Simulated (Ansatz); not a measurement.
I need a relaxation driven by ASE of Ti, space group Im-3m. Use Ansatz 0.2.0 through its Python package. Settings (first run): LDA, PAW, cutoff 470 eV, 8×8×8 k-points, Gaussian smearing of 0.1 eV.

```
Ti
1.0
    -1.64100    1.64100    1.64100
     1.64100   -1.64100    1.64100
     1.64100    1.64100   -1.64100
Ti
1
Direct
  0.00000 0.00000 0.00000
```

The script, `run_ase_relax.py`:
```python
"""ASE drives the relaxation of Ti."""

import warnings

import ansatz as az
from ase import Atoms
from ase.calculators.calculator import Calculator, all_changes
from ase.filters import FrechetCellFilter
from ase.optimize import FIRE
from ase.units import GPa
import numpy as np


class DFT(Calculator):
    implemented_properties = ["energy", "free_energy", "forces", "stress"]

    def calculate(self, atoms=None, properties=("energy",), system_changes=all_changes):
        super().calculate(atoms, properties, system_changes)
        bare = self.atoms.copy()
        bare.set_constraint()
        bare.set_momenta(None)
        job = (
            az.Crystal.from_ase(bare).calculation()
            .functional("LDA")
            .basis(470)
            .kpoints(8, 8, 8)
            .occupations("gaussian")
            .forces()
            .stress()  # GPa
        )
        report = job.run().report
        self.results["free_energy"] = report["lagrangian_ev"]
        self.results["energy"] = report.get("lagrangian_sigma0_ev", report["lagrangian_ev"])
        self.results["forces"] = np.array(report["forces_ev_ang"])
        s = -np.array(report["stress_gpa"]) * GPa  # ASE counts tension as positive
        self.results["stress"] = s[[0, 1, 2, 1, 0, 0], [0, 1, 2, 2, 2, 1]]

warnings.simplefilter("ignore")
atoms = Atoms(
    ["Ti"],
    cell=[(-1.641, 1.641, 1.641), (1.641, -1.641, 1.641), (1.641, 1.641, -1.641)],
    scaled_positions=[
        (0.0, 0.0, 0.0),
    ],
    pbc=True,
)
atoms.calc = DFT()
before = atoms.get_potential_energy(), atoms.get_volume()
target = FrechetCellFilter(atoms)
optimiser = FIRE(target, logfile=None)


def tell():
    fmax = np.linalg.norm(target.get_forces(), axis=1).max()
    print(f"step {optimiser.nsteps:2d}  E = {atoms.get_potential_energy():.5f} eV  fmax = {fmax:.4f}  V = {atoms.get_volume():.3f} A^3")


optimiser.attach(tell)
met = optimiser.run(fmax=0.02, steps=15)
print("threshold met:", bool(met), " energy gained:", round(before[0] - atoms.get_potential_energy(), 5), "eV")
print("cell lengths and angles:", np.round(atoms.cell.cellpar(), 3))
print(np.round(atoms.get_scaled_positions(), 4))
```

```console
$ python run_ase_relax.py
step  0  E = -2450.14734 eV  fmax = 1.2070  V = 17.676 A^3
step  1  E = -2450.18435 eV  fmax = 0.8167  V = 17.047 A^3
step  2  E = -2450.21345 eV  fmax = 0.1150  V = 16.043 A^3
step  3  E = -2450.19551 eV  fmax = 0.6959  V = 15.046 A^3
step  4  E = -2450.19897 eV  fmax = 0.6270  V = 15.125 A^3
step  5  E = -2450.20455 eV  fmax = 0.4973  V = 15.276 A^3
step  6  E = -2450.21010 eV  fmax = 0.3222  V = 15.486 A^3
step  7  E = -2450.21355 eV  fmax = 0.1207  V = 15.737 A^3
step  8  E = -2450.21370 eV  fmax = 0.0869  V = 16.006 A^3
step  9  E = -2450.21371 eV  fmax = 0.0849  V = 16.003 A^3
step 10  E = -2450.21374 eV  fmax = 0.0810  V = 15.998 A^3
step 11  E = -2450.21378 eV  fmax = 0.0753  V = 15.991 A^3
step 12  E = -2450.21383 eV  fmax = 0.0679  V = 15.981 A^3
step 13  E = -2450.21389 eV  fmax = 0.0589  V = 15.969 A^3
step 14  E = -2450.21394 eV  fmax = 0.0485  V = 15.955 A^3
step 15  E = -2450.21399 eV  fmax = 0.0371  V = 15.940 A^3
threshold met: False  energy gained: 0.06665 eV
cell lengths and angles: [  2.746   2.746   2.746 109.471 109.471 109.471]
[[0. 0. 0.]]
```

Caveats:
- Absolute energies stand on the zero of these potentials, so only differences at equal settings mean something. A total without «per atom» is that of the cell as typed.
- The run is spin-unpolarised.
- The mesh is modest for a metal, so energies can be off by several to tens of meV an atom and pressures by half a GPa or more; differences at equal mesh fare better.
- At these settings the cell as given stands under about -11 GPa, so it isn't at this functional's equilibrium volume.
- This isn't the structure that Ti takes at ambient conditions.
- Run time: 8.6 s on 1 thread of Arm Neoverse V1, on a shared host, peak memory 0.37 GiB.
